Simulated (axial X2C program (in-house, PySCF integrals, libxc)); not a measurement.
# CoS⁺: from the state search to constants

Aim: find the lowest determinant of CoS⁺, scan the bond at several levels and fit the constants, once spin-free and once with spin–orbit coupling.

The runs use an in-house X2C program for linear molecules on PySCF integrals; all-electron X2C, Co dyall-cv3z, S dyall-av3z.

All values are calculated.

## (1) Input

Input file task.json:

```json
{"zs": [27, 16], "q": 1, "bas": ["dyall-cv3z", "dyall-av3z"], "levels": ["PBE0", "HF", "B3LYP"], "cc": true, "r0": 1.97, "thr": -2.0, "nmax": 90, "npts": 10, "nst": 2, "ntry": 6}
```

Keys: zs atomic numbers; q charge; bas basis sets; levels methods (HF also brings MP2); cc coupled cluster on or off; r0 starting distance in Å; thr threshold in hartree for freezing inner shells (an s shell follows its p shell); nmax most natural virtual spinors; npts points asked for on the curve; nst determinants followed; ntry starts of the search.

The run is started by

```sh
$ python so2c.py task.json out
```

Spin-free means the one-electron spin-free X2C Hamiltonian; two-component (2c) means X2C with spin–orbit coupling and atomic mean-field two-electron Coulomb and Gaunt terms. Basis: Co dyall-cv3z contracted to [9s10p6d3f2g], S dyall-av3z contracted to [9s8p3d2f]; Gaussian nuclei, density fitting. Masses: Co 58.933 u, S 31.972 u.

Notation: σ, π±, δ± give the projection m of an orbital's angular momentum (0, ±1, ±2), α and β its spin, Λ and M_S the sums; ω is the projection of a spinor's total angular momentum and Ω the sum. Logs are in hartree.

The results follow Hamiltonian by Hamiltonian and level by level.

## (2) Search for the lowest determinant

PBE0 moves the distance from 1.970 Å to 2.031 Å and compares determinants there.

Spin-free determinants:

```tsv
ΔE (eV)	state	open shells
0.00	M_S = 2, Λ = 2	beyond closed shells: σα, π+α, π-α, δ+α, δ+β, δ-α
0.78	M_S = 1, Λ = 4	beyond closed shells: σα, π+α, π+β, δ+α, δ+β, δ-α
0.78	M_S = 1, Λ = 2	beyond closed shells: σα, π+β, π-α, δ+α, δ+β, δ-α
0.86	M_S = 2, Λ = 0	beyond closed shells: π+α, π-α, δ+α, δ-α
0.93	M_S = 1, Λ = 2	beyond closed shells: σα, π+α, π-β, δ+α, δ+β, δ-α
0.93	M_S = 1, Λ = 0	beyond closed shells: σα, π-α, π-β, δ+α, δ+β, δ-α
1.19	M_S = 2, Λ = 1	beyond closed shells: σα, π+α, π+β, π-α, δ+α, δ-α
```

Two-component determinants:

| ΔE (eV) | state | open shells |
| --- | --- | --- |
| 0.00 | Ω = 4 | excess of +ω over −ω: ω = 3/2, ω = 5/2 |
| 0.72 | Ω = 3 | excess of +ω over −ω: ω = 1/2, ω = 5/2 |
| 0.78 | Ω = 5 | excess of +ω over −ω: 2 × ω = 1/2, ω = 3/2, ω = 5/2 |
| 0.85 | Ω = 5 | excess of +ω over −ω: ω = -1/2, 2 × ω = 3/2, ω = 5/2 |
| 0.91 | Ω = 3 | excess of +ω over −ω: 2 × ω = 3/2 |
| 0.92 | Ω = 2 | excess of +ω over −ω: ω = -1/2, ω = 5/2 |
| 0.94 | Ω = 1 | excess of +ω over −ω: ω = -3/2, ω = 5/2 |

## (3) PBE0, spin-free

State followed: M_S = 2, Λ = 2 (beyond closed shells: σα, π+α, π-α, δ+α, δ+β, δ-α). The scan is laid around 2.031 Å, a first estimate of the minimum, and this SCF restarts from the orbitals of the search.

The SCF at the reference distance of 2.031 Å:

```text
spin-free X2C-1e  PBE0
basis functions 170  fitting functions 915  grid points 5080
iter        total energy     max residual
   1      -1791.938855184     2.33e-05
   2      -1791.938855131     9.25e-05
   3      -1791.938855193     1.01e-05
   4      -1791.938855197     4.06e-06
   5      -1791.938855199     6.58e-06
converged
one-electron -2694.19878998  Coulomb 874.92038847  exact exchange -20.86389381  xc functional -64.35419411  nuclear repulsion 112.55763423
```

Along the bond, energies from the lowest point:

| R (Å) | E (eV) | μ (D) | HOMO (eV) | LUMO (eV) | iterations |
| --- | --- | --- | --- | --- | --- |
| 1.767 | 0.8291 | -2.92 | -14.49 | -10.29 | 14 |
| 1.848 | 0.3409 | -3.05 | -14.51 | -10.09 | 13 |
| 1.909 | 0.1335 | -3.10 | -14.52 | -10.11 | 14 |
| 1.970 | 0.0279 | -3.11 | -14.53 | -10.13 | 13 |
| 2.031 | 0.0000 | -3.10 | -14.35 | -10.13 | 5 |
| 2.102 | 0.0396 | -3.07 | -14.05 | -10.12 | 15 |
| 2.173 | 0.1340 | -3.02 | -13.77 | -10.11 | 14 |
| 2.265 | 0.3065 | -2.93 | -13.45 | -10.07 | 15 |
| 2.376 | 0.5581 | -2.80 | -13.13 | -10.01 | 15 |
| 2.539 | 0.9390 | -2.56 | -12.78 | -9.94 | 14 |

Dipoles are positive if S is the positive end and refer to the centre of mass.

Outer orbitals at the reference distance:

```csv
symmetry,occupied,ε (eV),atomic character
σα,yes,-26.53,"77% S s, 9% Co p, 8% Co d"
σβ,yes,-24.60,"76% S s, 10% Co p, 8% Co d"
σα,yes,-18.15,"80% Co d, 14% S p, 4% S s"
π-α,yes,-17.50,"86% Co d, 13% S p"
π+α,yes,-17.50,"86% Co d, 13% S p"
δ-α,yes,-17.07,100% Co d
δ+α,yes,-17.07,100% Co d
σβ,yes,-15.31,"71% S p, 12% Co d, 8% Co s"
σα,yes,-14.85,"63% S p, 19% Co s, 13% Co d"
π+β,yes,-14.73,"78% Co d, 19% S p"
π-α,yes,-14.55,"78% S p, 16% Co d, 5% Co p"
π+α,yes,-14.55,"78% S p, 16% Co d, 5% Co p"
δ+β,yes,-14.52,100% Co d
π-β,yes,-14.35,"69% Co d, 27% S p"
π+β,no,-10.13,"69% S p, 23% Co d, 8% Co p"
π-β,no,-10.02,"61% S p, 31% Co d, 7% Co p"
σβ,no,-9.27,"56% Co d, 30% Co s, 8% S p"
σα,no,-8.89,"44% Co s, 31% Co p, 14% S p"
```

PBE0 fields in the half plane through the axis: z from -2.4 to 4.2 Å across, distance from the axis 0.15 to 2.25 Å upwards; Co lies at z = 0 and S at z = 2.031 Å; the ELF is damped to zero where the density is low.

log10 density (e/bohr³). Ten even steps from '0' (-5.64 ) to '9' (1.37 ):
```
00111222233333333322211
01122233333334443333221
01223334444444444443322
11233444555555555544332
12234455555556666554432
12334566666666666655433
12344567877666777665443
12345678987667897665543
```

ELF. Ten even steps from '0' (0.00 ) to '9' (0.93 ):
```
00000000000000000000000
00000000000011122110000
00000000001233444431000
00000000012356677764200
00000011112478899986410
00000123322488889998520
00000147773386012999630
00000057674281882899741
```

Re = 2.027 Å, ωe = 456 cm⁻¹, ωexe = 2.24 cm⁻¹, Be = 0.198 cm⁻¹, De = 2.93 eV, μ = -3.10 D.

## (4) HF, spin-free

Output at 2.031 Å:

```text
spin-free X2C-1e  HF
basis functions 170  fitting functions 915  grid points 5080
iter        total energy     max residual
   1      -1790.176342513     1.19e-01
   2      -1790.217405613     1.94e-02
   3      -1790.225694060     2.21e-02
   4      -1790.228987630     8.37e-03
   5      -1790.232744837     7.73e-03
   6      -1790.235157394     8.74e-03
   7      -1790.236899203     7.96e-03
   8      -1790.235471048     7.73e-03
   9      -1790.231474967     4.68e-03
  10      -1790.230187314     3.74e-03
  11      -1790.227215618     9.71e-03
  12      -1790.230205806     3.41e-03
  13      -1790.230277475     5.12e-03
  14      -1790.231550307     5.91e-03
  15      -1790.231259334     5.74e-03
  16      -1790.230712902     5.31e-03
  17      -1790.230224788     5.14e-03
  18      -1790.230646341     5.10e-03
  19      -1790.230579419     5.10e-03
  20      -1790.230737838     5.27e-03
  21      -1790.230150247     5.59e-03
  22      -1790.230578563     5.16e-03
  23      -1790.176342513     2.27e-01
  24      -1790.217548153     2.30e-02
  25      -1790.226747305     6.53e-02
  26      -1790.231222318     2.79e-02
  27      -1790.234246582     1.52e-02
  28      -1790.237981565     3.03e-02
  29      -1790.242607067     4.16e-02
  30      -1790.248163995     4.49e-02
  31      -1790.258185556     2.18e-02
  32      -1790.265756554     3.14e-02
  33      -1790.267815777     1.25e-02
  34      -1790.268702625     2.02e-03
  35      -1790.268811085     1.35e-03
  36      -1790.268868864     6.01e-04
  37      -1790.268875537     3.56e-04
  38      -1790.268879195     1.52e-04
  39      -1790.268879567     6.80e-05
  40      -1790.268879669     2.70e-05
  41      -1790.268879677     1.47e-05
  42      -1790.268879679     3.93e-06
  43      -1790.268879679     1.16e-06
converged
one-electron -2692.50387286  Coulomb 873.35925484  exact exchange -83.68189589  xc functional 0.00000000  nuclear repulsion 112.55763423
```

No constants are quoted: the dipole of the solution doesn't run smoothly along the scan, a sign that its character may change, so the fit is set aside.

## (5) B3LYP, spin-free

The SCF at the reference distance of 2.031 Å:

```text
spin-free X2C-1e  B3LYP
basis functions 170  fitting functions 915  grid points 5080
iter        total energy     max residual
   1      -1792.370352778     2.71e-02
   2      -1792.372168510     3.36e-03
   3      -1792.370100650     1.76e-02
   4      -1792.372321962     1.04e-03
   5      -1792.372338568     8.87e-04
   6      -1792.372347488     4.54e-04
   7      -1792.372353460     1.43e-04
   8      -1792.372354378     1.26e-04
   9      -1792.372354752     4.21e-05
  10      -1792.372354850     1.64e-05
  11      -1792.372354900     1.38e-05
  12      -1792.372354907     3.22e-06
  13      -1792.372354907     5.56e-07
converged
one-electron -2694.10858380  Coulomb 874.81299529  exact exchange -16.68377620  xc functional -68.95062442  nuclear repulsion 112.55763423
```

Re = 2.040 Å, ωe = 444 cm⁻¹, ωexe = 2.15 cm⁻¹, Be = 0.1954 cm⁻¹, De = 2.94 eV, μ = -2.90 D.

## (6) Correlated methods, spin-free

Correlated methods: 14 electrons correlated (frozen shells, counted by type: Co 3 s, 2 p; S 2 s, 1 p), 250 virtual spinors in MP2, 90 natural virtuals in coupled cluster.

Output of the correlated part at 2.031 Å:

```text
correlated 14  virtual 250  natural virtual 90  E(MP2) -0.403264451  MP2 remainder -0.035537420
iter   CCSD correlation   residual
   1     -0.370710334   1.42e-01
   2     -0.381437419   7.83e-02
   3     -0.387775486   5.15e-02
   4     -0.390741311   3.68e-02
   5     -0.394170857   2.52e-02
   6     -0.395230730   1.36e-02
   7     -0.395724446   8.09e-03
   8     -0.396001429   5.01e-03
   9     -0.395921577   3.10e-03
  10     -0.396010445   1.43e-03
  11     -0.395971466   7.08e-04
  12     -0.395994149   4.10e-04
  13     -0.395992673   2.39e-04
  14     -0.395989410   1.27e-04
  15     -0.395987266   7.24e-05
  16     -0.395986008   4.28e-05
  17     -0.395985012   2.51e-05
  18     -0.395984498   1.64e-05
  19     -0.395984033   8.57e-06
  20     -0.395984183   4.27e-06
  21     -0.395984160   2.45e-06
  22     -0.395984237   1.29e-06
  23     -0.395984293   7.61e-07
  24     -0.395984325   4.54e-07
  25     -0.395984344   2.83e-07
(T) -0.017010803  T1 0.0904  D1 0.2714  max T2 0.112
```

T1 in the output is the amplitude norm over the root of the electron number; divide by √2 for the Lee–Taylor value.

MP2: No constants are quoted: the dipole of the HF reference doesn't run smoothly along the scan, a sign that its character may change, so the fit is set aside.

CCSD: No constants are quoted: the dipole of the HF reference doesn't run smoothly along the scan, a sign that its character may change, so the fit is set aside.

CCSD(T): No constants are quoted: the dipole of the HF reference doesn't run smoothly along the scan, a sign that its character may change, so the fit is set aside.

## (7) A higher determinant, spin-free

State: M_S = 1, Λ = 4 (beyond closed shells: σα, π+α, π+β, δ+α, δ+β, δ-α).

Output at the reference distance:

```text
spin-free X2C-1e  PBE0
basis functions 170  fitting functions 915  grid points 5080
iter        total energy     max residual
   1      -1791.910205790     2.74e-05
   2      -1791.910205689     1.20e-04
   3      -1791.910205799     1.69e-05
   4      -1791.910205801     4.45e-06
   5      -1791.910205801     2.36e-06
converged
one-electron -2693.39362523  Coulomb 874.10905223  exact exchange -20.86403973  xc functional -64.31922731  nuclear repulsion 112.55763423
```

| R (Å) | E above the lowest PBE0 point (eV) |
| --- | --- |
| 1.767 | 1.893 |
| 1.848 | 1.314 |
| 1.909 | 1.037 |
| 1.970 | 0.866 |
| 2.031 | 0.780 |
| 2.102 | 0.764 |
| 2.173 | 0.818 |
| 2.265 | 0.962 |
| 2.376 | 1.215 |

Re = 2.080 Å, ωe = 445 cm⁻¹, ωexe = 1.37 cm⁻¹, Be = 0.1879 cm⁻¹, μ = -3.73 D. ⟨S²⟩ = 2.58 against 2.00 for a pure state, so this determinant mixes spins. Te = 0.76 eV. As a difference of two determinants it need not be a gap between pure terms.

## (8) The spin-free curves together

Energy (eV) of the followed determinant, spin-free, from each level's lowest point:

| R (Å) | PBE0 | HF (dipole not smooth) | MP2 (HF's dipole not smooth) | CCSD (HF's dipole not smooth) | CCSD(T) (HF's dipole not smooth) | B3LYP |
| --- | --- | --- | --- | --- | --- | --- |
| 1.767 | 0.829 | 2.250 | 1.040 | n/a | n/a | 0.888 |
| 1.848 | 0.341 | 1.316 | 0.526 | 0.405 | 0.344 | 0.380 |
| 1.909 | 0.134 | 0.819 | 0.268 | 0.178 | 0.140 | 0.159 |
| 1.970 | 0.028 | 0.464 | 0.104 | 0.051 | 0.033 | 0.040 |
| 2.031 | 0.000 | 0.224 | 0.018 | 0.000 | 0.000 | 0.000 |
| 2.102 | 0.040 | 0.063 | 0.000 | 0.016 | 0.034 | 0.026 |
| 2.173 | 0.134 | 0.000 | 0.052 | 0.095 | 0.126 | 0.107 |
| 2.265 | 0.307 | 0.028 | 0.197 | 0.262 | 0.307 | 0.266 |
| 2.376 | 0.558 | 0.170 | 0.482 | n/a | n/a | 0.504 |
| 2.539 | 0.939 | 0.433 | 1.152 | n/a | n/a | 0.874 |

[end of part 1 of 2]
